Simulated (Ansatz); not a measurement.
# ClH4O2Si2 radical: up Jacob's ladder to CCSD(T)

The task here is to estimate one member of a computed series from the others.

Computed with Ansatz 0.2.0, Gaussian basis. Level: functionals in def2-TZVPP, the program's frozen cores in correlated methods.

The runs, in order: PBE-D4, r2SCAN-D4, PBE0-D4, B3LYP-D4, ωB97X-V, ωB97M-V, B2PLYP; CCSD(T)/def2-TZVPP; MP2/def2-QZVPP; extrapolation to the limit.

## The geometry

All runs share one geometry, relaxed beforehand with PBE0-D4 in a triple-zeta def2 set.

SMILES `O[SiH][SiH](O)Cl`, 9 atoms, charge 0, spin multiplicity 2.

Atoms are counted from 1 here; the program's logs count them from 0.

Bond lengths: O1–Si2 1.655 Å, O1–H6 0.960 Å, Si2–Si3 2.337 Å, Si2–H7 1.488 Å, Si3–O4 1.644 Å, Si3–Cl5 2.064 Å, Si3–H8 1.488 Å, O4–H9 0.959 Å. Angles: Si2–O1–H6 116.0°, O1–Si2–Si3 112.3°, O1–Si2–H7 105.8°, Si3–Si2–H7 113.5°, Si2–Si3–O4 103.5°, Si2–Si3–Cl5 107.9°, Si2–Si3–H8 119.4°, O4–Si3–Cl5 111.8°, O4–Si3–H8 109.6°, Cl5–Si3–H8 104.7°, Si3–O4–H9 118.1°.

Set-up of the first run:

in.yaml

```yaml
crystal:
  periodic: [false, false, false]
  atoms:
    - {symbol: O, position_ang: [-1.223082, -0.340402, -2.019662]}
    - {symbol: Si, position_ang: [0.084020, 0.498516, -1.448329]}
    - {symbol: Si, position_ang: [0.347397, 0.262940, 0.861680]}
    - {symbol: O, position_ang: [0.326312, -1.365698, 1.086542]}
    - {symbol: Cl, position_ang: [2.168604, 1.085159, 1.379521]}
    - {symbol: H, position_ang: [-1.287689, -1.257206, -1.742517]}
    - {symbol: H, position_ang: [-0.117517, 1.907671, -1.882903]}
    - {symbol: H, position_ang: [-0.631523, 0.907341, 1.779277]}
    - {symbol: H, position_ang: [0.333477, -1.698321, 1.986390]}
basis:
  gaussian: {orbitals: def2-TZVPP}
magnetization: {spin_polarized: true, initial_magnetization: 1}
hamiltonian: {xc: pbe, dispersion: d4}
output: {forces: true, orbitals: {seedname: orbitals}}
```

Command:

```console
$ ansatz run in.yaml --threads 2 --pin off --events-out ev --progress --plain --max-ram 32768MiB --backend cpu
```

Among the steps run: PBE-D4 (GGA); r2SCAN-D4 (meta-GGA); PBE0-D4 (hybrid); B3LYP-D4 (hybrid); ωB97X-V (range-separated); ωB97M-V (range-separated); B2PLYP (double hybrid); CCSD(T) in def2-TZVPP; MP2 in def2-QZVPP.

One table of the session follows, with a row left open; its other results are not shown here.

It belongs to the step «Atomisation energies». 

| method | atomisation energy (kJ/mol) |
| --- | --- |
| PBE-D4 | 3107.0 |
| r2SCAN-D4 | 3091.1 |
| PBE0-D4 | 3042.4 |
| B3LYP-D4 | 3049.9 |
| ωB97X-V | ? |
| ωB97M-V | 3074.0 |
| B2PLYP | 3019.1 |
| HF/def2-TZVPP | 2183.7 |
| MP2/def2-TZVPP | 3052.0 |
| CCSD/def2-TZVPP | 2922.6 |
| CCSD(T)/def2-TZVPP | 2973.1 |
| MP2/CBS | 3161.2 |
| CCSD(T)/CBS | 3082.3 |

Estimate the missing values for ωB97X-V.

**Answer.** atomisation energy (kJ/mol): 3084.8. In the column «atomisation energy (kJ/mol)» it lies between CCSD(T)/CBS (3082.3) and r2SCAN-D4 (3091.1).
